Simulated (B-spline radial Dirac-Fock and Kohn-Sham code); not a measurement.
**Pd⁶⁺: core levels and X-ray properties**

What does theory give for Pd⁶⁺? The session works out how cheaper methods do for the levels and its photoionisation cross sections.

The numbers are computed with B-spline radial Dirac-Fock and Kohn-Sham code (version 5): a free atom or ion on a radial basis; each step names its model.

## Step 1: The atom as given

The Pd⁶⁺ ion, configuration [Kr] 4d4.

```yaml
nuclear_charge: 46
electrons: 40
mass_number: 106
nuclear_rms_radius: 4.5318 fm
```

Outer shells as boxes (Hund's rule, for the drawing alone; heavy ions are jj-coupled, and the calculation averages over the configuration):

```
[Kr] core
4d [↑ ][↑ ][↑ ][↑ ][  ]
```

## Step 2: Dirac PBE, for comparison

Model: Dirac-Kohn-Sham PBE, finite nucleus, spherical and without spin polarisation.

The item in task.json (cfg lists n, l and electrons):

```json
{
  "Z": 46,
  "q": 6,
  "cfg": [[1, 0, 2], [2, 0, 2], [2, 1, 6], [3, 0, 2], [3, 1, 6], [3, 2, 10], [4, 0, 2], [4, 1, 6], [4, 2, 4]],
  "A": 106,
  "rrms": 4.5318,
  "tag": "ground",
  "do": ["pbe", "binding", "quiet"],
  "hv": [54.1, 76.3, 93.3, 111.0, 217.0, 565.0, 616.0, 1020.0, 1030.0, 1640.0, 5250.0, 6630.0, 6710.0, 8170.0, 12200.0, 12800.0, 14800.0, 15000.0, 18900.0, 78800.0, 83500.0, 141000.0, 153000.0, 157000.0],
  "s": [0, 0.05, 0.1, 0.15, 0.2, 0.25, 0.3, 0.35, 0.4, 0.45, 0.5, 0.6, 0.7, 0.8, 0.9, 1.0, 1.1, 1.2, 1.4, 1.6, 1.8, 2.0, 2.5, 3.0, 3.5, 4.0, 5.0, 6.0],
  "pz": [0, 0.1, 0.2, 0.3, 0.4, 0.5, 0.6, 0.8, 1.0, 1.2, 1.4, 1.6, 1.8, 2.0, 2.5, 3.0, 4.0, 5.0, 7.0, 10.0, 15.0, 20.0, 30.0, 40.0, 60.0, 100.0],
  "hv_scatter": [2000, 5000, 8047.8, 17479.3, 20000, 200000, 500000, 1000000],
  "holes": ["K", "L1", "L2", "L3", "M1", "M2", "M3", "M4", "M5", "N1", "N2", "N3", "N4", "N5", "N6", "N7"]
}
```

On the command line:

```
$ python xray_run.py task.json out
```

## Step 3: Photoionisation

Model: independent-particle photoionisation: Dirac-Hartree-Slater potential of the initial state with a Latter tail for bound and continuum orbitals, all multipoles (length form near threshold, velocity form far above), thresholds from Dirac-Fock Delta-SCF.

task.json holds this item:

```json
{
  "Z": 46,
  "q": 6,
  "cfg": [[1, 0, 2], [2, 0, 2], [2, 1, 6], [3, 0, 2], [3, 1, 6], [3, 2, 10], [4, 0, 2], [4, 1, 6], [4, 2, 4]],
  "A": 106,
  "rrms": 4.5318,
  "tag": "ground",
  "do": ["photo", "scan", "binding", "quiet"],
  "hv": [54.1, 76.3, 93.3, 111.0, 217.0, 565.0, 616.0, 1020.0, 1030.0, 1640.0, 5250.0, 6630.0, 6710.0, 8170.0, 12200.0, 12800.0, 14800.0, 15000.0, 18900.0, 78800.0, 83500.0, 141000.0, 153000.0, 157000.0],
  "s": [0, 0.05, 0.1, 0.15, 0.2, 0.25, 0.3, 0.35, 0.4, 0.45, 0.5, 0.6, 0.7, 0.8, 0.9, 1.0, 1.1, 1.2, 1.4, 1.6, 1.8, 2.0, 2.5, 3.0, 3.5, 4.0, 5.0, 6.0],
  "pz": [0, 0.1, 0.2, 0.3, 0.4, 0.5, 0.6, 0.8, 1.0, 1.2, 1.4, 1.6, 1.8, 2.0, 2.5, 3.0, 4.0, 5.0, 7.0, 10.0, 15.0, 20.0, 30.0, 40.0, 60.0, 100.0],
  "hv_scatter": [2000, 5000, 8047.8, 17479.3, 20000, 200000, 500000, 1000000],
  "holes": ["K", "L1", "L2", "L3", "M1", "M2", "M3", "M4", "M5", "N1", "N2", "N3", "N4", "N5", "N6", "N7"]
}
```

(Steps that only read results are left out.)

**Question.** What will these runs give? Wanted: Dirac PBE, K: eigenvalue / ΔSCF.

The runs gave:

| quantity | value |
| --- | --- |
| Dirac PBE, K: eigenvalue / ΔSCF | 24252.5 / 24561.6 eV |
| total at 1640.0 eV | 372 kb |
| strongest subshell at 1640.0 eV | M5 (3d5/2), 96.8 kb, β = 1.22 |

What this shows: Dirac PBE misses the K level by -0.9 % with its eigenvalue and by +0.4 % with ΔSCF. Breit and QED terms, which only the reference holds, shift this level by tenths of a per cent, so the eigenvalue's nearness can be cancellation. M5 (3d5/2) leads at 1640.0 eV with 26 % of the total, and the K shell holds 87 % at 157000 eV. Under 200 eV, coupling between channels can change such values by tens of per cent. The Hartree-Fock and Dirac-Fock values hold no electron correlation.
